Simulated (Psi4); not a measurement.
**SiHCl2F (SMILES F[SiH](Cl)Cl) at B3LYP/6-31G(d) (Cartesian functions)**

What is the vertical electron affinity of SiHCl2F at B3LYP/6-31G* (Cartesian functions)? 

The calculation is run with Psi4 1.11.

## Step 1: Starting point

SiHCl2F has 5 atoms, charge 0, and is taken as a singlet. SMILES: `F[SiH](Cl)Cl`. Geometry: relaxed at PBE0-D4/def2-TZVP.

Bond lengths: F1–Si2 1.581 Å, Si2–Cl3 2.024 Å, Si2–Cl4 2.024 Å, Si2–H5 1.467 Å. Angles: F1–Si2–Cl3 108.4°, F1–Si2–Cl4 108.4°, Cl3–Si2–Cl4 110.2°, F1–Si2–H5 109.1°, Cl3–Si2–H5 110.4°, Cl4–Si2–H5 110.4°.

## Step 2: Energy and forces at B3LYP/6-31G(d) (Cartesian functions)

File job.dat:

```
memory 2200 mb

molecule m {
  F
  Si 1 1.581131
  Cl 2 2.023666 1 108.36051
  Cl 2 2.023708 1 108.36103 3 -119.57055
  H 2 1.467202 1 109.09709 3 120.2141
  units angstrom
  symmetry c1
}

set {
  puream false
  e_convergence 1e-09
  d_convergence 1e-08
  scf_type pk
  dft_radial_points 99
  dft_spherical_points 590
}

e_tot, wfn = gradient("b3lyp/6-31G*", return_wfn=True)
oeprop(wfn, "DIPOLE", "LOWDIN_CHARGES", "QUADRUPOLE", title="B3LYP")
```

On the command line:

```sh
$ psi4 job.dat job.out -n 1
```

job.out, shortened:

```text
[...]
  Running in c1 symmetry.
[...]
  Nuclear repulsion =  281.098499068718581
[...]
  Multiplicity = 1
[...]
  Nalpha       = 29
  Nbeta        = 29
[...]
    Number of basis functions: 74
[...]
   @RKS iter   1: -1310.42094425603614   -7.94641e-02   5.56012e-03 DIIS/ADIIS
[...]
   @RKS iter  10: -1310.48598564745771   -4.54747e-12   5.58942e-09 DIIS
[...]
    Orbital Energies [Eh]
    ---------------------
    Doubly Occupied:
       1A   -101.563206     2A   -101.563203     3A    -66.254165
       4A    -24.725641     5A     -9.483297     6A     -9.483290
       7A     -7.244544     8A     -7.244531     9A     -7.238346
      10A     -7.238340    11A     -7.238219    12A     -7.238212
      13A     -5.394894    14A     -3.754992    15A     -3.754917
      16A     -3.751689    17A     -1.219299    18A     -0.871858
      19A     -0.847113    20A     -0.579908    21A     -0.491263
      22A     -0.481035    23A     -0.479496    24A     -0.416634
      25A     -0.408720    26A     -0.370235    27A     -0.352038
      28A     -0.350396    29A     -0.341951
[...]
  @RKS Final Energy: -1310.48598564745771
   => Energetics <=
    Nuclear Repulsion Energy =            281.0984990687185814
    One-Electron Energy =               -2371.7165399449309007
    Two-Electron Energy =                 851.3551972873829072
    DFT Exchange-Correlation Energy =     -71.2231420586283974
    Empirical Dispersion Energy =           0.0000000000000000
    VV10 Nonlocal Energy =                  0.0000000000000000
    Total Energy =                      -1310.4859856474579374
[...]
  -Total Gradient:
     Atom            X                  Y                   Z
    ------   -----------------  -----------------  -----------------
       1       -0.000054457084    -0.000033067775     0.013612136655
       2       -0.007194211818    -0.004202378057    -0.005251712311
       3       -0.000414864929     0.009668053183    -0.003631648189
       4        0.008189705937    -0.005124803107    -0.003625799979
       5       -0.000527106236    -0.000308323204    -0.001061417494
[...]
 Multipole Moments:
 ------------------------------------------------------------------------------------
     Multipole            Electronic (a.u.)      Nuclear  (a.u.)        Total (a.u.)
 ------------------------------------------------------------------------------------
 L = 1.  Multiply by 2.5417464519 to convert [e a0] to [Debye]
 Dipole X            :         -1.4005356            1.7719210            0.3713854
 Dipole Y            :         -0.8156504            1.0318628            0.2162125
 Dipole Z            :         -0.8321429            1.0057600            0.1736171
 Magnitude           :                                                    0.4634844
 L = 2.  Multiply by 1.3450342976 to convert [e a0^2] to [Debye ang]
 Quadrupole XX       :       -160.5216971          129.0387060          -31.4829912
 Quadrupole XY       :        120.6077056         -119.6355583            0.9721472
[...]
```

Wall time 11 s (1 thread of Intel Xeon Platinum 8488C (Sapphire Rapids), shared host); peak memory 0.74 GiB.

## Step 3: The doublet anion at the same level

File cl2fhsi.xyz:

```xyz
5
Cl2FHSi
F      0.035500    -0.682700     1.466900
Si     0.115700    -0.048400     0.020800
Cl    -0.511900     1.872300     0.131500
Cl    -1.092800    -1.108700    -1.208300
H      1.503300    -0.106100    -0.452400
```

File run.py:

```python
import psi4

psi4.set_memory('2200 MB')
psi4.set_num_threads(1)
psi4.set_output_file('output.dat', False)

with open('cl2fhsi.xyz') as f:
    atoms = ''.join(f.readlines()[2:])
geom = psi4.geometry('-1 2\n' + atoms + 'symmetry c1\nno_reorient\nno_com')

psi4.set_options({
    'basis': '6-31G*',
    'reference': 'uks',
    'puream': False,
    'e_convergence': 1e-09,
    'd_convergence': 1e-08,
    'scf_type': 'pk',
    'dft_radial_points': 99,
    'dft_spherical_points': 590,
    'maxiter': 100,
})

energy_value, wavefunction = psi4.gradient('b3lyp', molecule=geom, return_wfn=True)
psi4.oeprop(wavefunction, 'QUADRUPOLE', 'DIPOLE', 'WIBERG_LOWDIN_INDICES')
print('gradient / Eh bohr^-1')
print(energy_value.np.round(6))
print(f'energy = {wavefunction.energy():.10f} Eh')
```

On the command line:

```sh
$ python run.py
```

output.dat, shortened:

```text
[...]
  Running in c1 symmetry.
[...]
  Nuclear repulsion =  281.098498196901915
[...]
  Multiplicity = 2
[...]
  Nalpha       = 30
  Nbeta        = 29
[...]
    Number of basis functions: 74
[...]
   @UKS iter   1: -1310.25387210509075    8.76081e-02   7.15740e-03 ADIIS/DIIS
[...]
   @UKS iter  16: -1310.40006771605522   -1.72804e-11   6.32534e-09 DIIS
[...]
   @S^2 Observed:                7.512716740E-01
[...]
  @UKS Final Energy: -1310.40006771605522
   => Energetics <=
    Nuclear Repulsion Energy =            281.0984981969019145
    One-Electron Energy =               -2384.7765799615413016
    Two-Electron Energy =                 864.7362123225345840
    DFT Exchange-Correlation Energy =     -71.4581982739501882
    Empirical Dispersion Energy =           0.0000000000000000
    VV10 Nonlocal Energy =                  0.0000000000000000
    Total Energy =                      -1310.4000677160552186
  UHF NO Occupations:
  HONO-2 :   28  A 1.9999379
  HONO-1 :   29  A 1.9995687
[...]
  -Total Gradient:
     Atom            X                  Y                   Z
    ------   -----------------  -----------------  -----------------
       1        0.011620206948     0.012158850914    -0.032083073436
       2       -0.059657333404    -0.012711127204     0.054155991809
       3        0.020121859023    -0.068366494341    -0.032199984105
       4        0.044923891044     0.058921067231     0.025002383115
       5       -0.017006997366     0.010015146277    -0.014914886773
[...]
 Multipole Moments:
 ------------------------------------------------------------------------------------
     Multipole            Electronic (a.u.)      Nuclear  (a.u.)        Total (a.u.)
 ------------------------------------------------------------------------------------
 L = 1.  Multiply by 2.5417464519 to convert [e a0] to [Debye]
 Dipole X            :         45.5740905          -45.0459686            0.5281220
 Dipole Y            :        -11.7337755           11.4388902           -0.2948853
 Dipole Z            :         10.4456451           -9.9488411            0.4968040
 Magnitude           :                                                    0.7827416
 L = 2.  Multiply by 1.3450342976 to convert [e a0^2] to [Debye ang]
 Quadrupole XX       :       -135.3477892           97.1864317          -38.1613575
 Quadrupole XY       :        -13.7816433           13.7401995           -0.0414438
[...]
```

On the terminal:

```text
gradient / Eh bohr^-1
[[ 0.01162   0.012159 -0.032083]
 [-0.059657 -0.012711  0.054156]
 [ 0.020122 -0.068366 -0.0322  ]
 [ 0.044924  0.058921  0.025002]
 [-0.017007  0.010015 -0.014915]]
energy = -1310.4000677161 Eh
```

It took 20 s on 1 thread of Intel Xeon Platinum 8488C (Sapphire Rapids), shared host; peak memory 0.74 GiB.

## Step 4: Outcome

At B3LYP/6-31G* (Cartesian functions):

```
                                         quantity           value
                    singlet SiHCl2F: total energy  -1310.48599 Eh
                   singlet SiHCl2F: dipole moment          1.18 D
                     singlet SiHCl2F: HOMO energy        -9.30 eV
                     singlet SiHCl2F: LUMO energy         0.15 eV
                   singlet SiHCl2F: HOMO–LUMO gap         9.46 eV
        singlet SiHCl2F: largest force on an atom      0.700 eV/Å
                      doublet anion: total energy  -1310.40007 Eh
doublet anion: HOMO energy (highest over α and β)         4.52 eV
 doublet anion: LUMO energy (lowest over α and β)         6.02 eV
                              doublet anion: ⟨S²⟩           0.751
          doublet anion: largest force on an atom      4.194 eV/Å
vertical electron affinity (to the doublet anion)       -2.338 eV
```

In words: The anion lies 2.34 eV (54 kcal/mol) above the neutral: the electron isn't bound at this level, and such a value depends on the basis. Without diffuse functions anions come out too high. The largest force (singlet SiHCl2F) is 0.70 eV/Å: the shape isn't a stationary point for this species at this level. With no_com the log's rotational constants are taken about the origin, not the centre of mass, so they aren't the molecule's. The HOMO (doublet anion) lies at positive energy, 4.52 eV, from the functional's self-interaction, a short basis or an electron that isn't bound; only total energies against the neutral tell.
